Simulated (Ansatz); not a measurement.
**AlClFH2N: up Jacob's ladder to CCSD(T)**

One table from this session's results is given with a row withheld; the runs are named, their logs left out.

Computed with Ansatz 0.2.0, Gaussian basis. Level: functionals in def2-TZVPP, the program's frozen cores in correlated methods.

The runs, in order: LDA (SPW92), PBE-D4, revPBE-D4, BLYP-D4, r2SCAN-D4, B97M-V, PBE0-D4, B3LYP-D4, r2SCANh-D4, r2SCAN0-D4, HSE06-D4, BHLYP-D4, CAM-B3LYP-D4, LC-ωPBE, ωB97X-V, ωB97M-V, B2PLYP, PBE-QIDH; CCSD(T)/def2-SVP; CCSD(T)/def2-TZVPP; CCSD(T)/def2-QZVPP; extrapolation to the limit; RPA on PBE.

### Structure used throughout

All runs share one geometry, relaxed beforehand with PBE0-D4 in a triple-zeta def2 set.

SMILES `[NH2][Al]([F])[Cl]`, 6 atoms, charge 0, spin multiplicity 1.

Atoms are counted from 1 here; the program's logs count them from 0.

Bond lengths: N1–Al2 1.746 Å, N1–H5 1.006 Å, N1–H6 1.006 Å, Al2–F3 1.641 Å, Al2–Cl4 2.079 Å. Angles: Al2–N1–H5 124.6°, Al2–N1–H6 124.3°, H5–N1–H6 111.1°, N1–Al2–F3 119.8°, N1–Al2–Cl4 121.2°, F3–Al2–Cl4 119.0°.

The first run:

Input file in.yaml:

```yaml
crystal:
  periodic: [false, false, false]
  atoms:
    - {symbol: N, position_ang: [-0.112271, 0.982553, -0.025794]}
    - {symbol: Al, position_ang: [0.152507, -0.739085, 0.092268]}
    - {symbol: F, position_ang: [1.041755, -1.345498, 1.331111]}
    - {symbol: Cl, position_ang: [-0.641135, -2.049374, -1.313605]}
    - {symbol: H, position_ang: [0.246294, 1.661487, 0.624758]}
    - {symbol: H, position_ang: [-0.645149, 1.426016, -0.754937]}
basis:
  gaussian: {orbitals: def2-TZVPP}
hamiltonian: {xc: lda}
output: {orbitals: {seedname: orbitals}}
```

Run with:

```bash
$ ansatz run in.yaml --threads 2 --pin off --events-out ev --progress --plain --max-ram 32768MiB --backend cpu
```

Steps of the session up to this table: LDA; PBE-D4 (GGA); revPBE-D4 (GGA); BLYP-D4 (GGA); r2SCAN-D4 (meta-GGA); B97M-V (meta-GGA); B3LYP-D4 (hybrid); r2SCANh-D4 (hybrid); r2SCAN0-D4 (hybrid); HSE06-D4 (hybrid); BHLYP-D4 (hybrid); CAM-B3LYP-D4 (range-separated); LC-ωPBE (range-separated); ωB97X-V (range-separated); ωB97M-V (range-separated); B2PLYP (double hybrid); PBE-QIDH (double hybrid).

One of the session's tables, all rows but one given; the rest of the session is left out.

It belongs to the step «Frontier levels by functional». 

| functional | HOMO (eV) | gap (eV) |
| --- | --- | --- |
| LDA (SPW92) | -6.79 | 5.07 |
| PBE-D4 | -6.59 | 5.11 |
| revPBE-D4 | -6.51 | 5.18 |
| BLYP-D4 | -6.45 | 5.01 |
| r2SCAN-D4 | -6.90 | 5.93 |
| B97M-V | -6.92 | 5.66 |
| PBE0-D4 | -8.03 | 7.41 |
| B3LYP-D4 | -7.77 | 6.84 |
| r2SCANh-D4 | -7.44 | 6.73 |
| r2SCAN0-D4 | -8.25 | 7.93 |
| HSE06-D4 | -7.62 | 6.63 |
| BHLYP-D4 | -9.38 | 9.47 |
| CAM-B3LYP-D4 | -9.50 | 9.73 |
| LC-ωPBE | -10.97 | 12.52 |
| ωB97X-V | ? | ? |
| ωB97M-V | -10.43 | 11.41 |

**Question.** Estimate the row for ωB97X-V.

**Answer.** HOMO (eV): -10.55; gap (eV): 11.87. In the column «HOMO (eV)» it lies between LC-ωPBE (-10.97) and ωB97M-V (-10.43).
